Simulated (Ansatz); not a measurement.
**C₂H₆ClFSSi₂: a ladder of functionals and wavefunction methods**

The task here is to estimate one member of a computed series from the others.

The runs use Ansatz 0.2.0, Gaussian basis; functionals in def2-TZVPP, the program's frozen cores in correlated methods.

Plan: PBE-D4, r2SCAN-D4, PBE0-D4, B3LYP-D4, ωB97X-V, ωB97M-V, B2PLYP; CCSD(T)/def2-TZVPP; MP2/def2-QZVPP; extrapolation to the limit.

## The relaxed structure

All runs share one geometry, relaxed beforehand with PBE0-D4 in a triple-zeta def2 set.

SMILES `C=C[SiH](F)S[SiH2]Cl`, 13 atoms, charge 0, spin multiplicity 1.

Atoms are counted from 1 here; the program's logs count them from 0.

Bond lengths: C1–C2 1.330 Å, C1–H8 1.086 Å, C1–H9 1.086 Å, C2–Si3 1.845 Å, C2–H10 1.090 Å, Si3–F4 1.600 Å, Si3–S5 2.129 Å, Si3–H11 1.480 Å, S5–Si6 2.130 Å, Si6–Cl7 2.055 Å, Si6–H12 1.477 Å, Si6–H13 1.477 Å. Angles: C2–C1–H8 121.9°, C2–C1–H9 121.9°, H8–C1–H9 116.2°, C1–C2–Si3 124.0°, C1–C2–H10 118.6°, Si3–C2–H10 117.3°, C2–Si3–F4 107.5°, C2–Si3–S5 112.9°, C2–Si3–H11 113.9°, F4–Si3–S5 110.5°, F4–Si3–H11 106.9°, S5–Si3–H11 105.0°, Si3–S5–Si6 99.2°, S5–Si6–Cl7 111.6°, S5–Si6–H12 107.7°, S5–Si6–H13 110.6°, Cl7–Si6–H12 106.7°, Cl7–Si6–H13 108.0° and more.

The first run:

in.yaml reads:

```yaml
crystal:
  periodic: [false, false, false]
  atoms:
    - {symbol: C, position_ang: [0.176153, 1.895635, 0.370707]}
    - {symbol: C, position_ang: [-0.058232, 1.364260, -0.826152]}
    - {symbol: Si, position_ang: [-1.134056, -0.107926, -1.109242]}
    - {symbol: F, position_ang: [-0.487860, -0.951744, -2.305109]}
    - {symbol: S, position_ang: [-1.352598, -1.321807, 0.626404]}
    - {symbol: Si, position_ang: [0.696765, -1.782807, 0.977847]}
    - {symbol: Cl, position_ang: [1.432011, -0.762812, 2.602958]}
    - {symbol: H, position_ang: [0.791328, 2.781977, 0.494712]}
    - {symbol: H, position_ang: [-0.233303, 1.465022, 1.279380]}
    - {symbol: H, position_ang: [0.382233, 1.837711, -1.703012]}
    - {symbol: H, position_ang: [-2.516117, 0.229067, -1.516779]}
    - {symbol: H, position_ang: [0.784355, -3.220823, 1.304562]}
    - {symbol: H, position_ang: [1.519310, -1.425752, -0.196286]}
basis:
  gaussian: {orbitals: def2-TZVPP}
hamiltonian: {xc: pbe, dispersion: d4}
output: {forces: true, orbitals: {seedname: orbitals}}
```

The run is started by

```
ansatz run in.yaml --threads 2 --pin off --events-out ev --progress --plain --max-ram 22528MiB --backend cuda --devices 0, --max-vram 18GiB
```

Steps of the session up to this table: PBE-D4 (GGA); r2SCAN-D4 (meta-GGA); PBE0-D4 (hybrid); B3LYP-D4 (hybrid); ωB97X-V (range-separated); ωB97M-V (range-separated); B2PLYP (double hybrid); CCSD(T) in def2-TZVPP; MP2 in def2-QZVPP.

One table of the session follows, with a row left open; its other results are not shown here.

```
            method  atomisation energy (kJ/mol)
            PBE-D4                       4912.4
         r2SCAN-D4                       4873.0
           PBE0-D4                       4849.3
          B3LYP-D4                       4828.2
           ωB97X-V                       4876.1
           ωB97M-V                       4874.4
            B2PLYP                       4775.9
     HF/def2-TZVPP                       3621.6
    MP2/def2-TZVPP                       4817.4
   CCSD/def2-TZVPP                            ?
CCSD(T)/def2-TZVPP                       4716.7
           MP2/CBS                       4961.8
       CCSD(T)/CBS                       4861.1
```

Q: Estimate the row for CCSD/def2-TZVPP from the others.

The run gave: atomisation energy (kJ/mol): 4638.7. In the column «atomisation energy (kJ/mol)» it lies between HF/def2-TZVPP (3621.6) and CCSD(T)/def2-TZVPP (4716.7).

Limits of these values: Free atoms (2 C, 2 Si, 1 F, 1 S, 1 Cl, 6 H) were run apart at each level; the atomisation energy is their sum less the molecule, without zero-point or spin-orbit terms.
